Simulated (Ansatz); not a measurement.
The system is Ni2SbTe.

```xyz
4
Lattice="3.9656 0.0000 0.0000 -1.9828 3.4343 0.0000 0.0000 0.0000 5.2035" Properties=species:S:1:pos:R:3 pbc="T T T"
Te    0.0000    2.2896    0.0000
Sb    1.9828    1.1448    2.6017
Ni    0.0000    0.0000    1.3174
Ni    0.0000    0.0000    3.8861
```

The cell comes from a database or a generator and needn't be the stable form of this composition.

Program: Ansatz 0.2.0. Alike in all runs: task single point; level PBE; potentials or basis Ansatz PAW; cell as given; k mesh 8 × 8 × 5; cutoff (eV) 420; smearing fermi-dirac 0.05 eV. Hardware: 2 threads of Arm Neoverse V2 (shared host).

Task: Order these runs on this cell by their wall time, lowest first.
A. spin off
B. spin collinear, ferromagnetic start
C. spin collinear, antiferromagnetic start

Result: A (4.7 s), B (11 s), C (50 s).

Caveats: the starting moments weren't kept (some runs).
